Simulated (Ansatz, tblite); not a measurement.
# KI with GFN1-xTB from a Python script

These are simulated results from tblite 0.8.0, not measurements. The cell was built from a prototype and was relaxed with r2SCAN in plane waves (Ansatz 0.2.0). Not every such cell is a known phase. All runs are without spin polarisation.

It is cubic, Fm-3m (No. 225); a = 7.089 Å in the conventional setting, 44.52 Å³ an atom. K has 6 I at 3.54 Å; I has 6 K at 3.54 Å.

tblite solves periodic systems at the zone centre alone, so the script builds a cluster of 2×2×2 conventional cells (64 atoms), which folds in a coarse mesh of k points.

Input script:

```python
import json
from ase import Atoms
from ase.build import make_supercell
from ase.units import Bohr, GPa, Hartree
from tblite.interface import Calculator

atoms = Atoms(['K', 'I'],
              cell=[[0.0, 3.5442848, 3.5442848], [3.5442848, 0.0, 3.5442848], [3.5442848, 3.5442848, 0.0]],
              scaled_positions=[[0.0, 0.0, 0.0], [0.5, 0.5, 0.5]],
              pbc=True)
cluster = make_supercell(atoms, [[-2, 2, 2], [2, -2, 2], [2, 2, -2]])
calc = Calculator('GFN1-xTB', cluster.numbers, cluster.positions / Bohr, lattice=cluster.cell[:] / Bohr, periodic=cluster.pbc)
calc.set('temperature', 0.02 / Hartree)
calc.set('max-iter', 150)
res = calc.singlepoint()
levels = res.get('orbital-energies') * Hartree
nv = round(res.get('orbital-occupations').sum() / 2)
cells = len(cluster) // len(atoms)
out = {'energy_per_cell': res.get('energy') * Hartree / cells, 'homo': levels[nv - 1], 'lumo': levels[nv],
       'stress': (-res.get('virial') * Hartree / cluster.get_volume() / GPa).tolist(), 'charges': res.get('charges')[:len(atoms)].tolist(), 'electrons': 2 * nv / cells}
json.dump(out, open('results.json', 'w'))
for key, value in out.items():
    print(key, value)
```

Command: `python run.py`. It took 2.5 s on 1 thread of Arm Neoverse V1, with other jobs on the host, peak memory 0.12 GiB.

Output:

```
------------------------------------------------------------
  cycle        total energy    energy error   density error
------------------------------------------------------------
      1     -137.6235893468  -1.3736239E+02   4.9356902E-01
      2     -119.4358348099   1.8187755E+01   4.4388034E-01
      3     -57.31709935579   6.2118735E+01   6.0166916E-01
      4     -130.4146572152  -7.3097558E+01   2.3030630E-01
      5     -138.8960098256  -8.4813526E+00   1.1261810E-01
      6     -139.5909159925  -6.9490617E-01   9.7266811E-02
      7     -141.5466674502  -1.9557515E+00   1.6204903E-02
      8     -141.6021186873  -5.5451237E-02   3.8688409E-04
      9     -141.6021272409  -8.5535820E-06   3.0039248E-04
     10     -141.6021406997  -1.3458799E-05   1.8414926E-04
     11     -141.6021479210  -7.2212752E-06   2.7667055E-05
     12     -141.6021480894  -1.6844476E-07   1.4247733E-07
------------------------------------------------------------

 total:                                   1.889 sec
energy_per_cell -120.41220979816896
homo 4.680590506071666
lumo 5.066057364621134
stress [[-0.18655939034025928, -1.2001922760735523e-14, 1.842964418998701e-15], [-1.2007439115845953e-14, -0.1865593903402543, -3.555032211074521e-15], [1.8492167758521022e-15, -3.556559683997874e-15, -0.18655939034028418]]
charges [0.4553701913749836, -0.4557231215506743]
electrons 8.0
```

The cycle table is in hartree for the whole cluster, and the lines after it are in eV (the energy for one cell). The printed stress is in GPa and positive in compression, and the pressure is its mean diagonal.

GFN1-xTB gives a gap of 0.39 eV. On the same cell, plane-wave PBE (Ansatz, 6×6×6 k points and the special points) gives a gap of 3.94 eV and r2SCAN a gap of 4.59 eV; on shared hosts these took about 2.4 and 5.7 core-seconds on the 2-atom cell, against 2.5 for the script. Spin-orbit coupling, left out in all these runs, can cut or reorder the gap by tenths of an eV, up to about 1 eV with Pb or Bi. xTB was fitted to molecules, so gaps, charges and pressures of solids can be far off, and the gap also depends on the size of the cluster.

The same script was run on cells scaled at fixed shape and fractional coordinates:

```json
{"volume (Å³/atom)": "39.18", "energy (meV/atom)": "23.7", "pressure (GPa, positive in compression)": "1.85", "gap (eV)": "0.70"}
{"volume (Å³/atom)": "41.85", "energy (meV/atom)": "3.5", "pressure (GPa, positive in compression)": "0.64", "gap (eV)": "0.53"}
{"volume (Å³/atom)": "44.52", "energy (meV/atom)": "0.0", "pressure (GPa, positive in compression)": "-0.19", "gap (eV)": "0.39"}
{"volume (Å³/atom)": "47.19", "energy (meV/atom)": "8.6", "pressure (GPa, positive in compression)": "-0.81", "gap (eV)": "0.26"}
{"volume (Å³/atom)": "49.87", "energy (meV/atom)": "26.2", "pressure (GPa, positive in compression)": "-1.27", "gap (eV)": "0.16"}
```

A Birch-Murnaghan fit puts the minimum at 43.85 Å³/atom, 1.5 % below the given cell, with a bulk modulus of 12.9 GPa at fixed shape.

xTB was fitted mostly to molecules, and a small cluster samples few k points, so gaps, pressures and kinks along a curve can be far from a solid's.

Spin-orbit coupling is left out, which matters wherever the heavy atoms make up the band edges.
